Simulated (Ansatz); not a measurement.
Task: a single point in a Gaussian basis of C3H9AlB2, SMILES C[B]1C[BH][Al]1[CH3], with Ansatz 0.2.0 through its Python package. Give the script and its output. Settings: Hartree-Fock, 6-31G* basis, multiplicity 1.

```xyz
15

C    -0.8962   -2.0726    0.8965
B     0.0276   -0.9789    0.2127
C     1.5266   -0.9502   -0.2668
B     1.9647    0.5328   -0.7795
Al   -0.0704    0.9539   -0.4355
C    -1.2919    2.5460   -0.3159
H    -0.3753   -2.9777    1.0602
H    -1.7701   -2.1924    0.2066
H    -1.3028   -1.6110    1.8962
H     2.2184   -1.1981    0.6305
H     1.7092   -1.6885   -1.0466
H     2.8677    1.1002   -1.1488
H    -1.2192    3.0539    0.6538
H    -1.0678    3.2573   -1.1073
H    -2.3424    2.1744   -0.4268
```

`run_energy.py`:
```python
from pathlib import Path
import warnings

import ansatz as az

GEOMETRY = """
C    -0.89620   -2.07260    0.89650
B     0.02760   -0.97890    0.21270
C     1.52660   -0.95020   -0.26680
B     1.96470    0.53280   -0.77950
Al   -0.07040    0.95390   -0.43550
C    -1.29190    2.54600   -0.31590
H    -0.37530   -2.97770    1.06020
H    -1.77010   -2.19240    0.20660
H    -1.30280   -1.61100    1.89620
H     2.21840   -1.19810    0.63050
H     1.70920   -1.68850   -1.04660
H     2.86770    1.10020   -1.14880
H    -1.21920    3.05390    0.65380
H    -1.06780    3.25730   -1.10730
H    -2.34240    2.17440   -0.42680
"""

warnings.simplefilter("ignore", az.DeckWarning)

system = az.Crystal.molecule()
for line in GEOMETRY.strip().splitlines():
    symbol, *xyz = line.split()
    system = system.atom(symbol, [float(v) for v in xyz])

base = (
    system.calculation()
    .basis(gaussian="6-31G*")
    .functional("HF")
    .orbitals()
)
outcome = base.run(threads=1, runs_dir="c3h9alb2_runs")
report = outcome.report

print("reference energy %16.6f eV" % report["reference_energy_ev"])
print("total energy     %16.6f eV" % report["free_energy_ev"])
print("occupied (up, down):", report["n_occupied"], " virtual:", report["n_virtual"], " frozen:", report["n_frozen"])

lines = Path(report["orbitals_path"]).read_text().splitlines()
field_of = lambda key: [line.split("=")[1].strip() for line in lines if line.startswith(key)]
orbitals = [(27.211386 * float(e), s, float(n)) for e, s, n in zip(field_of("Ene="), field_of("Spin="), field_of("Occup="))]
homo = max(e for e, _, n in orbitals if n > 0.5)
lumo = min(e for e, _, n in orbitals if n < 0.5)
print(f"HOMO {homo:.3f} eV, LUMO {lumo:.3f} eV, gap {lumo - homo:.3f} eV")
```

```console
$ python run_energy.py
reference energy    -11156.652619 eV
total energy        -11156.652619 eV
occupied (up, down): [25, 25]  virtual: [87, 87]  frozen: 0
HOMO -8.072 eV, LUMO 0.623 eV, gap 8.695 eV
```

Total energies depend on the basis set; only differences at equal settings carry meaning. The geometry is a force-field or estimated start, not a minimum of this method, and the basis set is short of its limit. Levels such as HOMO and LUMO are orbital energies: in Hartree-Fock the gap is too wide and the LUMO hangs on the basis. The whole script took 1.7 s on 1 thread of Intel(R) Xeon(R) 6975P-C (Granite Rapids) (shared host), peak memory 0.27 GiB.

(Lines on the test bed's own set-up are left out of the output.)
